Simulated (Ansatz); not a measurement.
# C2H7NSi: the cost of one run

Computed with the Python package of Ansatz 0.2.0. Level of theory: CAM-B3LYP/def2-SVP.

### Step 1. The structure

Bond lengths: N1–C2 1.226 Å, C2–C3 1.493 Å, C3–Si4 1.926 Å, N1–H5 1.043 Å, C2–H6 1.117 Å, C3–H7 1.130 Å, C3–H8 1.027 Å, Si4–H9 1.457 Å, Si4–H10 1.481 Å, Si4–H11 1.420 Å. Angles (14 of 16 angles, heavy atoms first): N1–C2–C3 121.2°, C2–C3–Si4 112.7°, N1–C2–H6 119.1°, C3–C2–H6 119.7°, C2–N1–H5 115.5°, C2–C3–H7 106.0°, C2–C3–H8 112.2°, Si4–C3–H7 105.1°, Si4–C3–H8 110.9°, C3–Si4–H9 106.6°, C3–Si4–H10 106.0°, C3–Si4–H11 110.0°, H7–C3–H8 109.6°, H9–Si4–H10 109.9°.

The script holds or builds the structure itself.

### Step 2. The code

Contents of torsion_c2h7nsi.py:

```python
"""Rigid torsion scan of C2H7NSi."""

import warnings

import ansatz
from ase import Atoms

SETTINGS = {
    "basis": "def2-SVP",
    "xc": "cam_b3lyp",
    "fmax": 0.02,
}


def main() -> None:
    warnings.simplefilter("ignore", ansatz.DeckWarning)

    atoms = Atoms(["N", "C", "C", "Si", "H", "H", "H", "H", "H", "H", "H"], positions=[
        (-1.7114, 1.3929, 0.6153),
        (-0.5793, 0.9467, 0.7653),
        (-0.2438, -0.4573, 0.3846),
        (1.2005, -0.5586, -0.8859),
        (-2.397, 0.7404, 0.1768),
        (0.2086, 1.6025, 1.2097),
        (0.1548, -0.9467, 1.3216),
        (-1.065, -0.9748, 0.0482),
        (1.4835, -1.9742, -1.0822),
        (0.6824, 0.0298, -2.1419),
        (2.332, 0.1424, -0.3909),
    ])

    # relax first, so that the scan starts from a minimum
    first = (
        ansatz.Crystal.molecule_from_ase(atoms).calculation()
        .basis(gaussian=SETTINGS["basis"])
        .functional(SETTINGS["xc"])
        .relax(force_tolerance=SETTINGS["fmax"], max_steps=80)
    )
    atoms.positions = first.run(threads=1, backend="cpu").report["positions_ang"]

    start = atoms.get_dihedral(3, 2, 1, 0)
    energies = {}
    for turn in range(0, 360, 40):
        turned = atoms.copy()
        turned.set_dihedral(3, 2, 1, 0, start + turn, indices=[0, 1, 4, 5])
        setup = (
            ansatz.Crystal.molecule_from_ase(turned).calculation()
            .basis(gaussian=SETTINGS["basis"])
            .functional(SETTINGS["xc"])
        )
        energies[round((start + turn) % 360)] = setup.run(threads=1, backend="cpu").report["free_energy_ev"]
    floor = min(energies.values())
    print("dihedral Si3-C2-C1-N0 (deg)   E - E(min) (eV)")
    for angle, e in sorted(energies.items()):
        print(f"{angle:8d} {(e - floor):14.3f}  " + "#" * int(30 * (e - floor) / max(max(energies.values()) - floor, 1e-9)))


if __name__ == "__main__":
    main()
```

### Step 3. The input behind the calls

The engine receives this input (first run):

```yaml
crystal:
  periodic: [false, false, false]
  atoms:
    - { symbol: "N", position_ang: [-1.7114, 1.3929, 0.6153] }
    - { symbol: C, position_ang: [-0.5793, 0.9467, 0.7653] }
    - { symbol: C, position_ang: [-0.2438, -0.4573, 0.3846] }
    - { symbol: Si, position_ang: [1.2005, -0.5586, -0.8859] }
    - { symbol: H, position_ang: [-2.397, 0.7404, 0.1768] }
    - { symbol: H, position_ang: [0.2086, 1.6025, 1.2097] }
    - { symbol: H, position_ang: [0.1548, -0.9467, 1.3216] }
    - { symbol: H, position_ang: [-1.065, -0.9748, 0.0482] }
    - { symbol: H, position_ang: [1.4835, -1.9742, -1.0822] }
    - { symbol: H, position_ang: [0.6824, 0.0298, -2.1419] }
    - { symbol: H, position_ang: [2.332, 0.1424, -0.3909] }
basis:
  gaussian:
    orbitals: def2-SVP
hamiltonian:
  xc: cam_b3lyp
relax:
  f_tol: 0.02
  max_steps: 80
```

### Step 4. The run

Run with:

```sh
$ python torsion_c2h7nsi.py
```

Q: Estimate wall time and peak memory on 1 thread of Arm Neoverse V2, shared host.

About 69 s, with a peak of 0.3 GiB.
